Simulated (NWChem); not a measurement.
**SnF4 (SMILES [F][Sn]([F])([F])[F]), step by step**

Aim: a geometry optimisation (singlet SnF4, BP86-D3(BJ)/def2-SVP), then a geometry optimisation (doublet [SnF4]+, UBP86-D3(BJ)/def2-SVP) of F4Sn. 

The results are computed with NWChem 7.3.0.

**1. Starting point**

SnF4: 5 atoms, total charge 0, spin state singlet. As SMILES, `[F][Sn]([F])([F])[F]`. The shape is that of a PBE0-D4/def2-TZVP optimisation. The run starts from this shape.

Bond lengths: F1–Sn2 1.876 Å, Sn2–F3 1.876 Å, Sn2–F4 1.876 Å, Sn2–F5 1.876 Å. Angles: F1–Sn2–F3 109.5°, F1–Sn2–F4 109.5°, F1–Sn2–F5 109.5°, F3–Sn2–F4 109.5°, F3–Sn2–F5 109.5°, F4–Sn2–F5 109.5°.

**2. A geometry optimisation at BP86-D3(BJ)/def2-SVP (core potential) (run 1)**

Input file struct.nw:

```
start struct
title "F4Sn"
memory stack 880 mb heap 220 mb global 1100 mb
charge 0
geometry
  F     0.130300   -0.871400    1.656700
  Sn    0.009900   -0.014700   -0.008300
  F    -1.285400    1.340000    0.078100
  F    -0.477600   -1.263800   -1.320800
  F     1.672500    0.736200   -0.447200
end
basis "ao basis" spherical bse
  F library def2-SVP
  Sn library def2-SVP
end
ecp bse
  Sn library def2-SVP
end
dft
  xc becke88 perdew86
  mult 1
  disp vdw 4
  grid fine
  convergence energy 1e-07
  iterations 100
  mulliken
  print low
end
driver
  maxiter 60
end
freq
  temp 2 298.15 500
end
task dft optimize
task dft frequencies
```

On the command line:

```sh
$ nwchem struct.nw > struct.out
```

The log of the run:

```text
[...]
 d= 0,ls=0.0,diis     1   -613.3356284815 -9.21D+02  4.06D-02  1.62D+00     1.8
[...]
         Total DFT energy =     -613.545783399792
[...]
@    0    -613.54578340  0.0D+00  0.02945  0.01861  0.00000  0.00000     13.6
[...]
         Total DFT energy =     -613.550765022281
[...]
@    1    -613.55125641 -5.5D-03  0.00174  0.00110  0.04705  0.07275     27.6
[...]
         Total DFT energy =     -613.551279134212
[...]
@    2    -613.55127913 -2.3D-05  0.00001  0.00000  0.00339  0.00529     38.5
[...]
         Total DFT energy =     -613.551279200552
[...]
         Total DFT energy =   -613.551279200552
                         DFT ENERGY GRADIENTS
    atom               coordinates                        gradient
                 x          y          z           x          y          z
   1 F       2.906947  -1.962955  -0.985402    0.000001  -0.000002   0.000001
   2 Sn      0.000026   0.000016  -0.000015   -0.000003  -0.000002   0.000001
   3 F      -2.675146  -2.237464   1.054272    0.000002  -0.000003  -0.000001
   4 F      -1.131742   1.998402  -2.828430    0.000000   0.000002   0.000000
   5 F       0.900110   2.202151   2.759508   -0.000001   0.000004  -0.000001
[...]
@    3    -613.55127920 -6.6D-08  0.00000  0.00000  0.00003  0.00005     43.0
[...]
      Optimization converged
[...]
@    3    -613.55127920 -6.6D-08  0.00000  0.00000  0.00003  0.00005     43.0
[...]
 d= 0,ls=0.0,diis     2   -613.5512790545  1.11D-09  8.08D-07  1.38D-08    47.1
         Total DFT energy =     -613.551279054471
      One electron energy =    -1529.438643492490
           Coulomb energy =      676.916623306760
    Exchange-Corr. energy =      -60.089076888466
 Nuclear repulsion energy =      299.064153313930
    Dispersion correction =       -0.004335294204
[...]
 Normal Eigenvalue ||           Projected Infra Red Intensities
  Mode   [cm**-1]  || [atomic units] [(debye/angs)**2] [(KM/mol)] [arbitrary]
 ------ ---------- || -------------- ----------------- ---------- -----------
    1       -0.000 ||    0.000000           0.000         0.000       0.000
    2       -0.000 ||    0.000000           0.000         0.000       0.000
    3       -0.000 ||    0.000000           0.000         0.000       0.000
    4        0.000 ||    0.000000           0.000         0.000       0.000
    5        0.000 ||    0.000000           0.000         0.000       0.000
    6        0.000 ||    0.000000           0.000         0.000       0.000
    7      126.309 ||    0.000000           0.000         0.000       0.000
    8      126.347 ||    0.000000           0.000         0.000       0.000
    9      174.667 ||    0.038458           0.887        37.491      20.170
   10      174.677 ||    0.038457           0.887        37.490      20.170
   11      174.694 ||    0.038451           0.887        37.484      20.166
   12      603.647 ||    0.000000           0.000         0.000       0.000
   13      656.075 ||    0.056878           1.312        55.447      29.831
   14      656.083 ||    0.056878           1.312        55.447      29.831
[...]
```

Wall time 3.3 min (1 thread of Intel Xeon Platinum 8488C (Sapphire Rapids), shared host); peak memory 0.2 GiB.

The path in brief:

```
step  energy from the first frame kept (eV)
   0                                 0.0000
   1                                -0.1489
   2                                -0.1495
   3                                -0.1495
```

After the run. Bond lengths: F1–Sn2 1.928 Å, Sn2–F3 1.928 Å, Sn2–F4 1.928 Å, Sn2–F5 1.928 Å. Angles: F1–Sn2–F3 109.5°, F1–Sn2–F4 109.5°, F1–Sn2–F5 109.5°, F3–Sn2–F4 109.5°, F3–Sn2–F5 109.5°, F4–Sn2–F5 109.5°.

**3. The doublet cation: a structure relaxation at UBP86-D3(BJ)/def2-SVP (core potential) (run 2)**

Input file mol.nw:

```
start mol
memory stack 880 mb heap 220 mb global 1100 mb
charge 1
geometry units angstroms noautosym
  F     0.130300   -0.871400    1.656700
  Sn    0.009900   -0.014700   -0.008300
  F    -1.285400    1.340000    0.078100
  F    -0.477600   -1.263800   -1.320800
  F     1.672500    0.736200   -0.447200
end
basis spherical bse
  * library def2-SVP
end
ecp bse
  Sn library def2-SVP
end
dft
  xc becke88 perdew86
  mult 2
  disp vdw 4
  grid fine
  convergence energy 1e-07
  maxiter 100
  mulliken
  print low
end
driver
  maxiter 60
end
freq
  temp 3 298.15 400 700
end
task dft optimize
task dft frequencies
```

On the command line:

```sh
$ nwchem mol.nw > mol.out
```

The log of the run:

```text
Northwest Computational Chemistry Package (NWChem) 7.3.0
             --------------------------------------------------------

           Job information
           ---------------

    nwchem branch   = 7.3.0
    use scalapack   = T
    input           = mol.nw
    prefix          = mol.
    data base       = ./mol.db
    status          = startup
    nproc           =        1

           Memory information
           ------------------

    heap     =     28835838 doubles =      220.0 Mbytes
    stack    =    115343355 doubles =      880.0 Mbytes
    global   =    144179200 doubles =     1100.0 Mbytes (distinct from heap & stack)
    total    =    288358393 doubles =     2200.0 Mbytes
    verify   = yes
    hardfail = no

           Directory information
           ---------------------

  0 permanent = .
  0 scratch   = .

[... 34 lines left out ...]
            Nuclear Dipole moment (a.u.)
[... 131 lines left out ...]
            Nuclear Dipole moment (a.u.)
[... 51 lines left out ...]
   convergence    iter        energy       DeltaE   RMS-Dens  Diis-err    time
[... 13 lines left out ...]
      Calculation failed to converge
[... 2 lines left out ...]
         Total DFT energy =     -613.048083660874
      One electron energy =    -1529.728425579280
           Coulomb energy =      669.070687974488
    Exchange-Corr. energy =      -59.687516061247
 Nuclear repulsion energy =      307.301565394528
[... 55 lines left out ...]
     --------------------------
     Expectation value of S2:
     --------------------------
      <S2> =      0.7518 (Exact =     0.7500)

 ------------------------------------------------------------------------
 driver: task_gradient failed                   0
 ------------------------------------------------------------------------
 ------------------------------------------------------------------------
  current input line :
    33: task dft optimize
 ------------------------------------------------------------------------
 ------------------------------------------------------------------------
 There is an error related to the specified geometry
 ------------------------------------------------------------------------

0:driver: task_gradient failed:Received an Error in Communication
  Errorcode: -1
```

Wall time 2.7 min (1 thread of Intel Xeon Platinum 8488C (Sapphire Rapids), shared host); peak memory 0.12 GiB.

No converged result was reached.

**4. What came out**

```
                                                quantity                      value
    run 1, BP86-D3(BJ)/def2-SVP: total energy at the end              -613.55128 Eh
          run 1, BP86-D3(BJ)/def2-SVP: dispersion energy              -11.38 kJ/mol
 run 1, BP86-D3(BJ)/def2-SVP: lowest harmonic wavenumber                   126 cm⁻¹
run 1, BP86-D3(BJ)/def2-SVP: highest harmonic wavenumber                   656 cm⁻¹
          run 1, BP86-D3(BJ)/def2-SVP: zero-point energy                20.0 kJ/mol
                                          doublet cation  no result (not converged)
```

The program (run 1, BP86-D3(BJ)/def2-SVP) took a symmetry number of 1 where this shape has 12, so the entropy in its output is too high by R ln(12/1) = 4.94 cal/(mol K). All 9 modes (run 1, BP86-D3(BJ)/def2-SVP) are real, so the shape is a minimum at this level. The optimisation (run 1, BP86-D3(BJ)/def2-SVP) took 4 steps and changed the energy by -0.150 eV. Mulliken charges (run 1, BP86-D3(BJ)/def2-SVP) run from -0.33 on F1 to +1.33 on Sn2; they depend strongly on the basis. 1 of the 2 runs did not end normally.
